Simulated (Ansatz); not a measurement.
This script drives Ansatz's Python interface.

`methods_bh5o3si.py`:
```python
'''BH5O3Si at several levels of theory.'''

from pathlib import Path
import warnings

import ansatz as az
import numpy as np

BASIS_SET = 'cc-pVDZ'

GEOMETRY = '''
B    -1.31430   -0.07920   -0.65920
Si    0.27300    0.11530    0.35860
O     1.00220   -1.41740    0.45680
O    -0.01880    0.69760    1.93280
O     1.33870    1.22250   -0.42630
H    -2.12120    0.88580   -0.63000
H    -1.28740   -0.62860   -1.68520
H     1.28880   -1.64750   -0.47100
H    -0.61290   -0.02650    2.39420
H     1.53490    0.82690   -1.26790
'''

warnings.simplefilter('ignore', az.DeckWarning)

system = az.Crystal.molecule()
for line in GEOMETRY.strip().splitlines():
    symbol, *xyz = line.split()
    system = system.atom(symbol, [float(v) for v in xyz])

calc = system.calculation().basis(gaussian=BASIS_SET)

print('functional    E (Ha)        dipole (D)   HOMO (eV)  LUMO (eV)')
for name in ['pbe0', 'cam_b3lyp', 'r2scan', 'hse06']:
    report = calc.functional(name).forces().orbitals().run(threads=1, pin='off', runs_dir='runs').report
    lines = Path(report['orbitals_path']).read_text().splitlines()
    field_of = lambda key: [line.split('=')[1].strip() for line in lines if line.startswith(key)]
    orbitals = [(27.211386 * float(e), s, float(n)) for e, s, n in zip(field_of('Ene='), field_of('Spin='), field_of('Occup='))]
    homo = max(e for e, _, n in orbitals if n > 0.5)
    lumo = min(e for e, _, n in orbitals if n < 0.5)
    dipole = 4.803205 * np.linalg.norm(report['charge_distribution']['dipole_moment_e_ang'])
    print(f'{name:10s} {report["free_energy_ev"] / 27.211386246:14.6f} {dipole:9.3f} {homo:11.3f} {lumo:10.3f}')
```

It is started by `python methods_bh5o3si.py`. How long does it take on 1 thread of Arm Neoverse V1, with other jobs on the host, and how much memory does it need?

It took about 22 s, with a peak of 0.29 GiB, for 4 runs of the engine.

Output of `python methods_bh5o3si.py`:
```text
functional    E (Ha)        dipole (D)   HOMO (eV)  LUMO (eV)
pbe0          -542.684684     3.227      -7.875     -2.901
cam_b3lyp     -542.994888     3.324      -9.280     -1.741
r2scan        -542.932966     3.084      -6.726     -3.538
hse06         -542.666634     3.218      -7.470     -3.284
```

What to keep in mind:
- Total energies depend on the basis set; only differences at equal settings carry meaning.
- The geometry is a force-field or estimated start, not a minimum of this method, and the basis set is short of its limit. A lower total doesn't mark the better method: functionals have no common bound, and MP2 and coupled cluster aren't variational.
- Levels such as HOMO and LUMO are orbital energies: with these approximate functionals they aren't the ionisation energy and electron affinity, and their gap isn't the fundamental gap.
- For Al to Cl the sets with a tight d function, cc-pV(X+d)Z, are usual.
- hse06 follows the composition of plane-wave codes, whose totals differ by tens of mHa, up to about 0.1 Ha, from the form usual in Gaussian-basis programs (wpbeh).

(Lines on the test bed's own set-up are left out of the output.)
